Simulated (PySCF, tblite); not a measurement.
# C5H12OSi: geometry, infrared bands and NMR shifts

Aim: predict the infrared bands and NMR shifts of C5H12OSi (`C[SiH2]COC1CC1`).

The runs use tblite 0.8.0 and PySCF 2.14.0, with density-fitted response routines of our own; the level of theory stands in each step. All values are computed, except where a source is named. Atoms count from 0, in the outputs and in this text.

## 1. The starting structure

19 atoms, charge 0, multiplicity 1; geometry from: force field or distance geometry start.

Bonds of the start (Å): C0–Si1 1.85, Si1–C2 1.86, C2–O3 1.44, O3–C4 1.44, C4–C5 1.51, C5–C6 1.50, C6–C4 1.50, C0–H7 1.09, C0–H8 1.10, C0–H9 1.08, Si1–H10 1.49, Si1–H11 1.50, C2–H12 1.10, C2–H13 1.09, C4–H14 1.08, C5–H15 1.08, C5–H16 1.07, C6–H17 1.09, C6–H18 1.09.

## 2. Geometry optimisation with GFN2-xTB

The job: settings as JSON, then the geometry in Å.

```
{"job": {"kind": "relax", "xc": "GFN2-xTB", "basis": "xTB"}, "charge": 0, "multiplicity": 1}
C      2.856500     0.799300     0.051000
Si     2.225800    -0.937400    -0.044900
C      0.379100    -1.005800    -0.265600
O     -0.398600    -0.307700     0.719900
C     -1.814700    -0.351800     0.474400
C     -2.382700     0.837800    -0.260400
C     -2.616700     0.678200     1.211200
H      2.604900     1.358600    -0.855400
H      2.409000     1.332100     0.899300
H      3.930900     0.827200     0.177100
H      2.884900    -1.637600    -1.177100
H      2.619400    -1.677700     1.200400
H      0.128100    -0.566500    -1.237200
H      0.059800    -2.052900    -0.285600
H     -2.287400    -1.308000     0.314600
H     -1.695600     1.616900    -0.562800
H     -3.209000     0.675600    -0.927200
H     -3.612500     0.391200     1.543400
H     -2.090900     1.337900     1.900100
```

Command:

```
OMP_NUM_THREADS=1 python probes_run.py task.json out
```

This one command runs all jobs of the session in turn.

**Question.** This job is followed by: GFN2-xTB harmonic vibrations, gas phase; GIAO PBE0/pcSseg-1 NMR shielding, non-relativistic, gas phase. Predict these results of the whole session: strongest single infrared mode (GFN2-xTB); zero-point energy (GFN2-xTB); 13C shifts against TMS (PBE0/pcSseg-1, means over atoms taken as alike); 1H shifts against TMS (PBE0/pcSseg-1, means over atoms taken as alike); 29Si shifts against TMS (PBE0/pcSseg-1); 17O shifts against H2O (PBE0/pcSseg-1).

The runs gave:

| quantity | value |
| --- | --- |
| strongest single infrared mode (GFN2-xTB) | 2195 cm⁻¹, 374 km/mol |
| zero-point energy (GFN2-xTB) | 96.8 kcal/mol |
| 13C shifts against TMS (PBE0/pcSseg-1, means over atoms taken as alike) | 62.8, 59.9, 7.4, -8.6 ppm |
| 1H shifts against TMS (PBE0/pcSseg-1, means over atoms taken as alike) | 4.14, 3.35, 3.15, 0.60, 0.40, 0.13 ppm |
| 29Si shifts against TMS (PBE0/pcSseg-1) | -45.2 ppm |
| 17O shifts against H2O (PBE0/pcSseg-1) | 39.7 ppm |

What this shows: Over 79 steps the energy fell by 0.224 eV; of the close pairs, O3–C4 changed most, 1.438 to 1.389 Å. No mode is imaginary among the 51: a minimum at this level. The strongest single mode, at 2195 cm⁻¹, moves mainly H10. GFN2-xTB is a fitted tight-binding method: band positions and strengths are rough. Its intensities can rank the bands wrongly. At PBE0/pcSseg-1: The largest span, 131 ppm, is at C4, where the paramagnetic term is -115 ppm.
